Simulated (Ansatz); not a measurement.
What does this script print? It uses Ansatz's Python interface.

The script, `run_fdcheck.py`:
```python
import ansatz
import numpy as np

VECTORS = np.array([
    [-1.59005, 1.58141, 1.56265],
    [1.63572, -1.57515, 1.60206],
    [1.56652, 1.55162, -1.55639],
])
SITES = [
    ("Al", (0.0, 0.0, 0.0)),
]


def crystal_on(cell):
    crystal = ansatz.Crystal(lattice=ansatz.Lattice.of(cell))
    for symbol, position in SITES:
        crystal = crystal.atom(symbol, position)
    return crystal


def main() -> None:
    def solve(crystal):
        return (
            crystal.calculation()
            .functional("lda")
            .occupations("fermi_dirac", width=0.1)
            .basis(540, xc_grid=2)
            .kpoints(9, 8, 9)
            .scf(tolerance=1e-09)
            .forces()
            .stress()
            .run(threads=1)
        ).report


    centre = solve(crystal_on(VECTORS))
    start = crystal_on(VECTORS)
    volume = abs(np.linalg.det(VECTORS))
    larger, smaller = (solve(crystal_on(VECTORS * (1 + sign * 0.005) ** (1 / 3)))["lagrangian_ev"] for sign in (1, -1))
    numerical = -(larger - smaller) / (0.01 * volume) * 160.21766
    print(f"pressure: analytic {np.trace(centre['stress_gpa']) / 3:.3f}, numerical {numerical:.3f} GPa")


if __name__ == "__main__":
    main()
```

`python run_fdcheck.py` gives:
```text
DeckWarning: output.stress: scf.convergence.dr2_threshold = 1e-9 eV is looser than the 1e-10 eV advised for a printed stress (1e-10 eV for each atom of the cell: 1). What an SCF threshold leaves in a stress goes as its square root, and in the free energy as the threshold itself, and one threshold admits the most on a small cell: of the crystals measured, under no hybrid functional and no lock of the moments, on runs that ended without the residual-converged pass, on stresses that held no [...]
pressure: analytic 1.791, numerical 1.793 GPa
```
(Warnings from the package without file and line, shortened.)

What to keep in mind:
- For a metal this k-point mesh is coarse: on a finer one energies can move by several to tens of meV an atom and pressures by half a GPa or more, differences at one mesh by less.
- Pressure is positive in compression.
- The cell is a database structure, distorted on purpose.
- The central difference errs as the square of the step, so the shorter step is the fairer test; what remains comes from the finite grid and the SCF threshold.
- Wall time of the script: 8.4 s on 1 thread of Arm Neoverse V1, on a shared host, peak memory 0.39 GiB.
